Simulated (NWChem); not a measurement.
# One shape, several levels: SnNH5 (Sn(NH2)H3)

Aim: a comparison of 3 runs (HF/STO-3G, HF/3-21G, BP86/def2-SVP) of SnNH5 (Sn(NH2)H3). 

The results are computed with NWChem 7.3.0.

### 1 The structure to begin with

SnNH5: 7 atoms, total charge 0, spin state singlet. As SMILES, `[H][Sn]([H])([H])[NH2]`. The shape comes from GFN2-xTB, which is rough for such elements, and wasn't checked as a minimum.

Bond lengths: Sn1–N2 1.998 Å, N2–H3 1.010 Å, N2–H4 1.010 Å, Sn1–H5 1.650 Å, Sn1–H6 1.649 Å, Sn1–H7 1.675 Å. Angles: Sn1–N2–H3 116.0°, Sn1–N2–H4 116.2°, N2–Sn1–H5 104.9°, N2–Sn1–H6 105.0°, N2–Sn1–H7 115.7°, H3–N2–H4 107.0°, H5–Sn1–H6 111.7°, H5–Sn1–H7 109.7°, H6–Sn1–H7 109.7°.

### 2 Energy and gradient at HF/STO-3G (run 1)

run.py

```python
from ase import Atoms
from ase.calculators.nwchem import NWChem

system = Atoms(['Sn', 'N', 'H', 'H', 'H', 'H', 'H'], positions=[
    [-0.002930, 0.001590, -0.763630],
    [0.111900, 0.224860, 1.218650],
    [0.691400, -0.443590, 1.706560],
    [-0.767260, 0.270880, 1.712930],
    [1.563610, -0.007840, -1.282300],
    [-0.813190, 1.336030, -1.296130],
    [-0.783530, -1.381930, -1.296080],
])

calc = NWChem(
    label='h5nsn',
    theory='scf',
    memory='2200 mb',
    basis='STO-3G',
    basispar='spherical bse',
    scf={'nopen': '0', 'rhf': None, 'thresh': '1e-08', 'maxiter': '80'},
)
system.calc = calc

forces = system.get_forces()
e = system.get_potential_energy()
print(f"E = {e:.6f} eV")
print("forces (eV/A):")
for s, f in zip(system.symbols, forces):
    print(f"{s:2s} {f[0]:10.5f} {f[1]:10.5f} {f[2]:10.5f}")
print("dipole (e A):", system.get_dipole_moment().round(4))
```

On the command line:

```bash
$ export ASE_NWCHEM_COMMAND="nwchem PREFIX.nwi > PREFIX.nwo"
$ python run.py
```

What it wrote:

```text
E = -163811.145805 eV
forces (eV/A):
Sn    0.03378    0.04623   -0.07430
N     0.15612    0.26426   -1.24621
H     0.27398   -0.46295    0.44989
H    -0.56657   -0.05775    0.47637
H    -0.33933   -0.04700    0.01121
H     0.12357   -0.30612    0.00185
H     0.31851    0.56328    0.38119
dipole (e A): [-0.1283 -0.2597 -0.0773]
```

The calculator wrote h5nsn.nwi:

```
title "h5nsn"

permanent_dir h5nsn

scratch_dir h5nsn

start h5nsn

geometry units angstrom nocenter noautosym noautoz
  Sn -2.9299999999999999e-03 1.5900000000000001e-03 -7.6363000000000003e-01
  N  1.1190000000000000e-01 2.2486000000000000e-01 1.2186500000000000e+00
  H  6.9140000000000001e-01 -4.4358999999999998e-01 1.7065600000000001e+00
  H  -7.6726000000000005e-01 2.7088000000000001e-01 1.7129300000000001e+00
  H  1.5636099999999999e+00 -7.8399999999999997e-03 -1.2823000000000000e+00
  H  -8.1318999999999997e-01 1.3360300000000001e+00 -1.2961300000000000e+00
  H  -7.8352999999999995e-01 -1.3819300000000001e+00 -1.2960799999999999e+00
end

memory 2200 mb

basis spherical bse noprint
   * library STO-3G
end

scf
  nopen 0
  rhf
  thresh 1e-08
  maxiter 80
end

task scf gradient
```

h5nsn.nwo:

```text
Northwest Computational Chemistry Package (NWChem) 7.3.0
             --------------------------------------------------------

           Job information
           ---------------

    nwchem branch   = 7.3.0
    use scalapack   = T
    input           = h5nsn.nwi
    prefix          = h5nsn.
    data base       = h5nsn/h5nsn.db
    status          = startup
    nproc           =        1

           Memory information
           ------------------

    heap     =     72089598 doubles =      550.0 Mbytes
    stack    =     72089595 doubles =      550.0 Mbytes
    global   =    144179200 doubles =     1100.0 Mbytes (distinct from heap & stack)
    total    =    288358393 doubles =     2200.0 Mbytes
    verify   = yes
    hardfail = no

           Directory information
           ---------------------

  0 permanent = h5nsn
  0 scratch   = h5nsn

                                NWChem Input Module
                                -------------------

                                       h5nsn
                                       -----

[... 124 lines left out ...]
 Convergence threshold     :          1.000E-08
[... 12 lines left out ...]
       Final RHF  results
[... 3 lines left out ...]
      One-electron energy =  -8670.287542954427
[... 1 line left out ...]
 Nuclear repulsion energy =    173.779860378051
[... 45 lines left out ...]
                       ROHF Final Molecular Orbital Analysis
[... 184 lines left out ...]
                              NWChem Gradients Module
                              -----------------------

                                       h5nsn

  wavefunction    =   RHF

                         RHF ENERGY GRADIENTS

    atom               coordinates                        gradient
                 x          y          z           x          y          z
   1 Sn     -0.005537   0.003005  -1.443051   -0.000657  -0.000899   0.001445
   2 N       0.211460   0.424924   2.302915   -0.003036  -0.005139   0.024235
   3 H       1.306557  -0.838264   3.224931   -0.005328   0.009003  -0.008749
   4 H      -1.449911   0.511889   3.236968    0.011018   0.001123  -0.009264
   5 H       2.954794  -0.014815  -2.423196    0.006599   0.000914  -0.000218
   6 H      -1.536706   2.524731  -2.449331   -0.002403   0.005953  -0.000036
   7 H      -1.480657  -2.611469  -2.449236   -0.006194  -0.010954  -0.007413

                 ----------------------------------------
                 |  Time  |  1-e(secs)   |  2-e(secs)   |
                 ----------------------------------------
                 |  CPU   |       0.00   |       0.66   |
                 ----------------------------------------
                 |  WALL  |       0.00   |       0.66   |
                 ----------------------------------------

 Task  times  cpu:        3.0s     wall:        3.0s
 Total times  cpu:        3.1s     wall:        3.1s
```

Wall time 4.2 s (1 thread of Intel Xeon 6975P-C (Granite Rapids), shared host); peak memory 0.097 GiB.

### 3 Energy and forces at HF/3-21G (run 2)

run.py

```python
from ase import Atoms
from ase.calculators.nwchem import NWChem

mol = Atoms('SnNHHHHH', positions=[
    [-0.002930, 0.001590, -0.763630],
    [0.111900, 0.224860, 1.218650],
    [0.691400, -0.443590, 1.706560],
    [-0.767260, 0.270880, 1.712930],
    [1.563610, -0.007840, -1.282300],
    [-0.813190, 1.336030, -1.296130],
    [-0.783530, -1.381930, -1.296080],
])

calc = NWChem(
    label='h5nsn',
    theory='scf',
    memory='2200 mb',
    basis='3-21G',
    basispar='spherical bse',
    scf={'nopen': '0', 'rhf': None, 'thresh': '1e-08', 'maxiter': '80'},
)
mol.calc = calc

forces = mol.get_forces()
print(f"energy = {mol.get_potential_energy():.6f} eV")
print("forces (eV/A):")
for s, f in zip(mol.symbols, forces):
    print(f"{s:2s} {f[0]:10.5f} {f[1]:10.5f} {f[2]:10.5f}")
print("dipole (e A):", mol.get_dipole_moment().round(4))
```

On the command line:

```bash
$ export ASE_NWCHEM_COMMAND="nwchem PREFIX.nwi > PREFIX.nwo"
$ python run.py
```

What it wrote:

```text
energy = -164718.364558 eV
forces (eV/A):
Sn    0.03409    0.12388    0.64200
N    -0.46707   -1.02978    0.65239
H     0.24287    0.33815    0.10850
H     0.09549    0.41338    0.12943
H     1.43581   -0.05944   -0.59048
H    -0.79118    1.20189   -0.62766
H    -0.55001   -0.98808   -0.31409
dipole (e A): [-0.1456 -0.2963  0.0581]
```

The calculator wrote h5nsn.nwi:

```
title "h5nsn"

permanent_dir h5nsn

scratch_dir h5nsn

start h5nsn

geometry units angstrom nocenter noautosym noautoz
  Sn -2.9299999999999999e-03 1.5900000000000001e-03 -7.6363000000000003e-01
  N  1.1190000000000000e-01 2.2486000000000000e-01 1.2186500000000000e+00
  H  6.9140000000000001e-01 -4.4358999999999998e-01 1.7065600000000001e+00
  H  -7.6726000000000005e-01 2.7088000000000001e-01 1.7129300000000001e+00
  H  1.5636099999999999e+00 -7.8399999999999997e-03 -1.2823000000000000e+00
  H  -8.1318999999999997e-01 1.3360300000000001e+00 -1.2961300000000000e+00
  H  -7.8352999999999995e-01 -1.3819300000000001e+00 -1.2960799999999999e+00
end

memory 2200 mb

basis spherical bse noprint
   * library 3-21G
end

scf
  nopen 0
  rhf
  thresh 1e-08
  maxiter 80
end

task scf gradient
```

h5nsn.nwo:

```text
Northwest Computational Chemistry Package (NWChem) 7.3.0
             --------------------------------------------------------

           Job information
           ---------------

    nwchem branch   = 7.3.0
    use scalapack   = T
    input           = h5nsn.nwi
    prefix          = h5nsn.
    data base       = h5nsn/h5nsn.db
    status          = startup
    nproc           =        1

           Memory information
           ------------------

    heap     =     72089598 doubles =      550.0 Mbytes
    stack    =     72089595 doubles =      550.0 Mbytes
    global   =    144179200 doubles =     1100.0 Mbytes (distinct from heap & stack)
    total    =    288358393 doubles =     2200.0 Mbytes
    verify   = yes
    hardfail = no

           Directory information
           ---------------------

  0 permanent = h5nsn
  0 scratch   = h5nsn

                                NWChem Input Module
                                -------------------

                                       h5nsn
                                       -----

[... 124 lines left out ...]
 Convergence threshold     :          1.000E-08
[... 12 lines left out ...]
       Final RHF  results
[... 3 lines left out ...]
      One-electron energy =  -8697.084502236941
[... 1 line left out ...]
 Nuclear repulsion energy =    173.779860378051
[... 49 lines left out ...]
                       ROHF Final Molecular Orbital Analysis
[... 217 lines left out ...]
                              NWChem Gradients Module
                              -----------------------

                                       h5nsn

  wavefunction    =   RHF

                         RHF ENERGY GRADIENTS

    atom               coordinates                        gradient
                 x          y          z           x          y          z
   1 Sn     -0.005537   0.003005  -1.443051   -0.000663  -0.002409  -0.012485
   2 N       0.211460   0.424924   2.302915    0.009083   0.020026  -0.012687
   3 H       1.306557  -0.838264   3.224931   -0.004723  -0.006576  -0.002110
   4 H      -1.449911   0.511889   3.236968   -0.001857  -0.008039  -0.002517
   5 H       2.954794  -0.014815  -2.423196   -0.027922   0.001156   0.011483
   6 H      -1.536706   2.524731  -2.449331    0.015386  -0.023373   0.012206
   7 H      -1.480657  -2.611469  -2.449236    0.010696   0.019215   0.006108

                 ----------------------------------------
                 |  Time  |  1-e(secs)   |  2-e(secs)   |
                 ----------------------------------------
                 |  CPU   |       0.00   |       0.69   |
                 ----------------------------------------
                 |  WALL  |       0.00   |       0.69   |
                 ----------------------------------------

 Task  times  cpu:        3.5s     wall:        3.5s
 Total times  cpu:        3.5s     wall:        3.5s
```

Wall time 4.5 s (1 thread of Intel Xeon 6975P-C (Granite Rapids), shared host); peak memory 0.096 GiB.

### 4 Energy and forces at BP86/def2-SVP (core potential) (run 3)

struct.xyz

```xyz
7
H5NSn gradient
Sn    -0.002930     0.001590    -0.763630
N      0.111900     0.224860     1.218650
H      0.691400    -0.443590     1.706560
H     -0.767260     0.270880     1.712930
H      1.563610    -0.007840    -1.282300
H     -0.813190     1.336030    -1.296130
H     -0.783530    -1.381930    -1.296080
```

struct.nw

```
start struct
title "H5NSn gradient"
memory stack 880 mb heap 220 mb global 1100 mb

geometry noautosym nocenter noautoz
  load format xyz struct.xyz
end

basis spherical bse
  * library def2-SVP
end

ecp bse
  Sn library def2-SVP
end

dft
  xc becke88 perdew86
  grid xfine
  convergence energy 1e-08
  iterations 100
  mulliken
end

task dft gradient
```

On the command line:

```bash
$ nwchem struct.nw > struct.out
```

What it wrote:

```text
[...]
          Wavefunction type:  closed shell.
          No. of atoms     :     7
          No. of electrons :    34
[...]
          Charge           :     0
          Spin multiplicity:     1
[...]
          AO basis - number of functions:    65
[...]
              XC Information
              --------------
                    Becke 1988 Exchange Functional  1.000
                Perdew 1981 Correlation Functional  1.000 local
                Perdew 1986 Correlation Functional  1.000 non-local
[...]
 d= 0,ls=0.0,diis     1   -272.0439608134 -3.56D+02  2.31D-02  3.32D-01     2.2
[...]
 d= 0,ls=0.0,diis     8   -272.0917015622  7.78D-09  4.72D-06  1.26D-07    14.0
         Total DFT energy =     -272.091701562166
      One electron energy =     -620.337025664275
           Coulomb energy =      291.512992083233
    Exchange-Corr. energy =      -26.958039683760
 Nuclear repulsion energy =       83.690371702637
[...]
      Total Density - Mulliken Population Analysis
     ---------------------------------------------
    Atom       Charge   Shell Charges
 -----------   ------   -------------------------------------------------------
    1 Sn  22    21.58   0.42  1.60  1.10  0.18  2.77  3.24  1.55  0.58  9.68  0.45
    2 N    7     7.38   1.99  1.00  0.47  2.41  1.50  0.01
    3 H    1     0.88   0.72  0.12  0.05
    4 H    1     0.88   0.72  0.12  0.05
    5 H    1     1.08   0.70  0.37  0.01
    6 H    1     1.08   0.70  0.37  0.01
    7 H    1     1.11   0.70  0.40  0.01
[...]
  wavefunction    = closed shell
                         DFT ENERGY GRADIENTS
    atom               coordinates                        gradient
                 x          y          z           x          y          z
   1 Sn     -0.005537   0.003005  -1.443051    0.002752   0.005226   0.004967
   2 N       0.211460   0.424924   2.302915   -0.006398  -0.011651  -0.013272
   3 H       1.306557  -0.838264   3.224931   -0.008886   0.010092  -0.005683
   4 H      -1.449911   0.511889   3.236968    0.013856  -0.001047  -0.006159
   5 H       2.954794  -0.014815  -2.423196   -0.021029   0.000309   0.007163
   6 H      -1.536706   2.524731  -2.449331    0.011251  -0.018008   0.007639
   7 H      -1.480657  -2.611469  -2.449236    0.008454   0.015080   0.005345
[...]
```

Wall time 18 s (1 thread of Intel Xeon 6975P-C (Granite Rapids), shared host); peak memory 0.14 GiB.

### 5 Overview of the runs

```
run                           level  iteration cap  module   energy (Eh)  dipole moment (D)  HOMO energy (eV)  LUMO energy (eV)  wall time
  1                       HF/STO-3G             80     scf  -6019.948622               1.44             -7.72             11.19      4.2 s
  2                        HF/3-21G             80     scf  -6053.288297               1.61            -10.16              3.50      4.5 s
  3  BP86/def2-SVP (core potential)            100     dft   -272.091702               1.12             -5.51             -0.45       18 s
```

### 6 What came out

| quantity | value |
| --- | --- |
| run 3: total energy | -272.09170 Eh |
| run 3: dipole moment | 1.12 D |
| run 3: HOMO energy | -5.51 eV |
| run 3: LUMO energy | -0.45 eV |
| run 3: HOMO–LUMO gap | 5.05 eV |
| run 3: largest force on an atom | 1.160 eV/Å |

The dipole moment (its size) runs from 1.12 D (BP86/def2-SVP) to 1.61 D (HF/3-21G). The two ends differ in method and basis and core potential. The HOMO–LUMO gap runs from 5.05 eV (BP86/def2-SVP) to 18.91 eV (HF/STO-3G). Some runs of one species differ in core potentials or relativity; totals across that change don't compare. In run 1 the basis is minimal, so the values are rough. In runs 1, 2 relativity is left out where basis or elements ask for it. All runs together took 26 s, the longest 18 s.
